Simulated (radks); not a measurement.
# Taking charge from the 3s level of S in fractions

The task here is to estimate one member of a computed series from the others.

Method: Dirac Kohn-Sham, PBE, spin-unpolarised, spherical densities, finite nucleus; open shells are shared between the two j in proportion to 2j + 1. Code: radks (a radial shooting solver on a logarithmic mesh, Libxc functionals) version 1.

### The atom as given

| Property | Result |
| --- | --- |
| element | sulfur (Z = 16) |
| charge | 0 |
| electrons | 16 |
| configuration | [Ne] 3s2 3p4 |
| nuclear rms radius | 3.2611 fm |

Outer shells as boxes (Hund's rule):

S
```
[Ne] core
3s [↑↓]
3p [↑↓][↑ ][↑ ]
```

The first run:

The run's settings:

```text
Z 16
configuration [Ne] 3s2 3p4
relativity Dirac
functional pbe,pbe
spin unpolarised
j_filling average
nucleus finite rms 3.2611 fm
c 137.035999084
```

Among the steps run: Start: [Ne] 3s2 3p4.

One table of the session follows, with a row left open; its other results are not shown here.

It belongs to the step «Start: [Ne] 3s2 3p4». Radial moments (bohr):

| level | <r> | outermost maximum (interpolated) | 90 % within | nodes |
| --- | --- | --- | --- | --- |
| 1s1/2 | 0.09687 | 0.0633 | 0.173 | 0 |
| 2s1/2 | 0.4789 | 0.388 | 0.751 | 1 |
| 2p1/2 | 0.4410 | 0.325 | 0.735 | 0 |
| 2p3/2 | 0.4433 | 0.326 | 0.738 | 0 |
| 3s1/2 | ? | ? | ? | ? |
| 3p1/2 | 2.065 | 1.60 | 3.28 | 1 |
| 3p3/2 | 2.075 | 1.61 | 3.30 | 1 |

Q: Estimate the row for 3s1/2 from the others.

**Answer.** <r>: 1.694; outermost maximum (interpolated): 1.41; 90 % within: 2.58; nodes: 2. In the column «<r>» it lies between 2s1/2 (0.4789) and 3p1/2 (2.065).
